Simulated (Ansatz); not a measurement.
# NiAsRh: the cost of one run

Computed with Ansatz 0.2.0 (DFT PBEsol, scalar-relativistic, plane waves, PAW, unless a step's input says otherwise).

## (1) The structure to begin with

The structure is tetragonal, space group P4/nmm (No. 129). The conventional cell has a = 3.565 Å, b = 3.565 Å, c = 6.161 Å, α = 90.00°, β = 90.00°, γ = 90.00°. Ni (site symmetry -4m2) is surrounded by 4 Rh at 2.36 Å and 4 Ni at 2.52 Å and 4 As at 2.83 Å. Around As (site symmetry 4mm) lie 5 Rh at 2.42 to 2.61 Å and 4 Ni at 2.83 Å. Rh (site symmetry 4mm) is surrounded by 4 Ni at 2.36 Å and 5 As at 2.42 to 2.61 Å.

As a file:

```xyz
6
Lattice="3.5650 0.0000 0.0000 0.0000 3.5650 0.0000 0.0000 0.0000 6.1610" Properties=species:S:1:pos:R:3 pbc="T T T"
Ni    0.0000    0.0000    0.0000
Ni    1.7825    1.7825    0.0000
As    0.0000    1.7825    2.1995
As    1.7825    0.0000    3.9615
Rh    0.0000    1.7825    4.6207
Rh    1.7825    0.0000    1.5402
```

Source of the structure: the Crystallography Open Database.

(A quick probe on a coarse mesh, which set the mesh and smearing, is not shown.)

## (3) Coarse relaxation

File input.yaml:

```yaml
crystal:
  lattice:
    - [3.565, 0.0, 0.0]
    - [0.0, 3.565, 0.0]
    - [0.0, 0.0, 6.161]
  atoms:
    - { symbol: Ni, position: [0.0, 0.0, 0.0] }
    - { symbol: Ni, position: [0.5, 0.5, 0.0] }
    - { symbol: As, position: [0.0, 0.5, 0.357] }
    - { symbol: As, position: [0.5, 0.0, 0.643] }
    - { symbol: Rh, position: [0.0, 0.5, 0.75] }
    - { symbol: Rh, position: [0.5, 0.0, 0.25] }
basis:
  ecutwfc: 420
kpoints:
  mp_grid: { grid: [6, 6, 4] }
hamiltonian:
  xc: pbesol
scf:
  occupations: { method: gaussian, width: 0.1 }
output:
  forces: true
  stress: true
  eigenvalues: true
relax:
  adjacent_minimum: "off"
  f_tol: 0.05
  max_steps: 80
  cell: { stress_tol: 0.5 }
```

The run is started by

```
> ansatz run input.yaml --threads 1 --pin off --max-ram 2560MiB --backend cpu --events-out ev --progress --plain --runs-dir out
```

Q: Estimate wall time and peak memory on 1 thread of AMD EPYC, shared host.

About 3.8 min, with a peak of 0.52 GiB.
